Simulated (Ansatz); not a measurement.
**Be: the order of phases at one pressure**

Aim: bring Be in several structures (fcc, bcc, hcp, sc, simple hexagonal, diamond) to one pressure and rank them by enthalpy. The pressure is set by scaling the first phase. Methods of the runs shown: LAPW. Companion runs by PAW are cited.

Program: Ansatz 0.2.0. Level of theory: DFT, PBEsol, all-electron LAPW, scalar-relativistic. These are calculated values, not measurements.

**1. The structure to begin with**

It takes space group Fm-3m (No. 225, cubic). The conventional cell has a = 2.794 Å, b = 2.794 Å, c = 2.794 Å, α = 90.00°, β = 90.00°, γ = 90.00°. Around Be (site symmetry m-3m) lie 12 Be at 1.98 Å.

Coordinates:

```cif
data_structure
_symmetry_space_group_name_H-M 'Fm-3m'
_symmetry_Int_Tables_number 225
_cell_length_a 2.7937
_cell_length_b 2.7937
_cell_length_c 2.7937
_cell_angle_alpha 90.000
_cell_angle_beta 90.000
_cell_angle_gamma 90.000
_cell_volume 21.80
loop_
_atom_site_label
_atom_site_type_symbol
_atom_site_symmetry_multiplicity
_atom_site_Wyckoff_symbol
_atom_site_fract_x
_atom_site_fract_y
_atom_site_fract_z
_atom_site_occupancy
Be1 Be 4 a 0.00000 0.00000 0.00000 1
```

The file gives the conventional cell by its symmetry; the runs use the cell typed in the input.

**2. Fcc relaxed under pressure, LAPW**

Contents of input.yaml:

```yaml
crystal:
  lattice:
    - [0.0, 1.3968328414, 1.3968328414]
    - [1.3968328414, 0.0, 1.3968328414]
    - [1.3968328414, 1.3968328414, 0.0]
  atoms:
    - { symbol: Be, position: [0.0, 0.0, 0.0] }
kpoints:
  mp_grid: { grid: [23, 23, 23] }
scf:
  occupations: { method: fermi_dirac, width: 0.1 }
hamiltonian:
  xc: pbesol
  pseudopotentials: { kind: all_electron, lapw: { basis_error: 0.0005 } }
output:
  forces: true
  stress: true
  eigenvalues: true
relax:
  f_tol: 0.005
  max_steps: 12
  cell: { p_target: 80.0, stress_tol: 0.04 }
```

Command:

```sh
ansatz run input.yaml --threads 1 --pin off --max-ram 3584MiB --backend cpu --events-out ev --progress --plain --runs-dir out
```

Further steps of the session: Bcc relaxed under pressure, LAPW; Hcp relaxed under pressure, LAPW; Sc relaxed under pressure, LAPW; Simple hexagonal relaxed under pressure, LAPW; Diamond relaxed under pressure, LAPW.

**Question.** What will these runs give? Wanted: pressure; lowest (for each run or level that gives them).

The runs gave:

| quantity | value |
| --- | --- |
| pressure | 80 GPa |
| lowest (LAPW) | hcp, 62.6 meV/atom under fcc |
| lowest (PAW) | hcp, 62.6 meV/atom under fcc |

What this shows: By LAPW the order is hcp < fcc < bcc < simple hexagonal < sc < diamond. By PAW the order is hcp < fcc < bcc < simple hexagonal < sc < diamond. The methods agree on the lowest phase. Only these structures were tried, with electrons smeared by 0.1 eV and without vibrations, so the true ground state may be another. The k meshes differ between phases and weren't tested, which can move differences by some meV.
